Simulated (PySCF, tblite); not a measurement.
# C8H15F: infrared bands and NMR shifts

What infrared bands and NMR shifts should C8H15F (`CC[C@H]1CC[C@H](F)CC1`) show?

The runs use tblite 0.8.0 and PySCF 2.14.0, with density-fitted response routines of our own; the level of theory stands in each step. All values are computed, except where a source is named. Atoms are numbered from 0 throughout.

### 1 Starting geometry

24 atoms, charge 0, multiplicity 1; geometry from: GFN2-xTB.

Bonds of the start (Å): C0–C1 1.52, C1–C2 1.53, C2–C3 1.53, C3–C4 1.53, C4–C5 1.52, C5–F6 1.39, C5–C7 1.52, C7–C8 1.53, C8–C2 1.53, C0–H9 1.09, C0–H10 1.09, C0–H11 1.09, C1–H12 1.09, C1–H13 1.09, C2–H14 1.10, C3–H15 1.09, C3–H16 1.09, C4–H17 1.09, C4–H18 1.09, C5–H19 1.10, C7–H20 1.09, C7–H21 1.09, C8–H22 1.09, C8–H23 1.09.

### 2 Harmonic vibrations with GFN2-xTB

Job settings and geometry (Å):

```
{"job": {"kind": "ir", "xc": "GFN2-xTB", "basis": "xTB"}, "charge": 0, "multiplicity": 1}
C      2.963520    -0.391138    -0.424840
C      1.927615     0.597827     0.098122
C      0.486143     0.250748    -0.290538
C      0.023016    -1.067973     0.332451
C     -1.424420    -1.378221    -0.038229
C     -2.332885    -0.241713     0.408740
F     -3.640539    -0.525448     0.046267
C     -1.903660     1.072799    -0.227723
C     -0.456216     1.377048     0.145142
H      3.966090    -0.028834    -0.209031
H      2.868641    -0.512519    -1.501649
H      2.851688    -1.365342     0.043537
H      2.001110     0.655521     1.186592
H      2.159581     1.588850    -0.299782
H      0.435576     0.156476    -1.381031
H      0.657299    -1.886078    -0.009403
H      0.113346    -1.002190     1.419507
H     -1.519287    -1.494450    -1.120016
H     -1.746396    -2.310715     0.428719
H     -2.342803    -0.158319     1.503793
H     -2.562141     1.876338     0.107077
H     -2.003840     0.986200    -1.311778
H     -0.151714     2.315964    -0.321484
H     -0.381460     1.504935     1.227999
```

**Question.** This job is followed by: GIAO PBE0/pcSseg-1 NMR shielding, non-relativistic, gas phase. Predict these results of the whole session: strongest single infrared mode (GFN2-xTB); zero-point energy (GFN2-xTB); 13C shifts against TMS (PBE0/pcSseg-1, means over atoms taken as alike); 1H shifts against TMS (PBE0/pcSseg-1, means over atoms taken as alike); 19F shifts against CFCl3 (PBE0/pcSseg-1).

The runs gave:

| quantity | value |
| --- | --- |
| strongest single infrared mode (GFN2-xTB) | 2987 cm⁻¹, 132 km/mol |
| zero-point energy (GFN2-xTB) | 135.4 kcal/mol |
| 13C shifts against TMS (PBE0/pcSseg-1, means over atoms taken as alike) | 95.9, 42.3, 37.0, 34.0, 33.9, 14.4 ppm |
| 1H shifts against TMS (PBE0/pcSseg-1, means over atoms taken as alike) | 4.55, 2.19, 1.85, 1.46, 1.18, 1.02, 0.80, 0.78 ppm |
| 19F shifts against CFCl3 (PBE0/pcSseg-1) | -200.7 ppm |

All 66 modes are real, so the xTB geometry is a minimum. Unscaled tight-binding wavenumbers are off by several per cent, some by more. Its intensities can rank the bands wrongly. C5 (sp3 CH bonded to F) lies farthest downfield among carbon, at 95.9 ppm; deshielded by the electronegative neighbour. H19 (hydrogen on an sp3 CH bonded to F) lies farthest downfield among hydrogen, at 4.55 ppm; its carbon carries F, which withdraws density. At PBE0/pcSseg-1: Shielding is most anisotropic at C5 (span 92 ppm, paramagnetic term -156 ppm).
